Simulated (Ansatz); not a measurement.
Hf2Pd2Se2Br2O3:

```
Hf Pd Se Br O
1.0
     7.58666   -1.70971   -1.17576
     7.58666    1.70971   -1.17576
    -2.02446    0.00000   13.05155
Hf Pd Se Br O
2 2 2 2 3
Cartesian
  14.2165 0.0000 -1.4206
  8.6262 0.0000 2.2691
  1.6873 0.0000 6.2302
  3.3945 0.0000 8.9390
  12.2827 0.0000 8.8683
  10.7952 0.0000 5.8168
  8.8069 0.0000 -0.7891
  3.1532 0.0000 3.1608
  8.2058 0.0000 4.0943
  5.7021 0.0000 0.0464
  0.0207 0.0000 2.8206
```

The cell was built by a generator and needn't be a form met in nature.

Base run:

- Program: Ansatz 0.2.0
- Functional: LDA
- Potentials or basis: all-electron LAPW, scalar-relativistic
- Cutoff: 501 eV (chosen from the basis error)
- Basis error allowed: 0.002 eV/atom
- k mesh: 6 × 6 × 2
- Occupations: fermi-dirac, width 0.05 eV
- Spin: no spin polarisation

Its results: band gap on the k mesh 0.62 eV, indirect (least direct gap 0.63 eV); pressure -4.3 GPa; largest force 0.690 eV/Å.

Task: The run is repeated on the same cell with these changes: functional from LDA to revPBE. What comes out?

Result: Band gap on the k mesh 0.68 eV, indirect (least direct gap 0.68 eV); pressure 1.2 GPa; largest force 0.166 eV/Å.

revPBE binds less tightly than LDA, so the same cell stands under more pressure.

Caveats: spin-orbit coupling is left out, which moves the levels of the heavy elements.

A k mesh can miss the band edges.
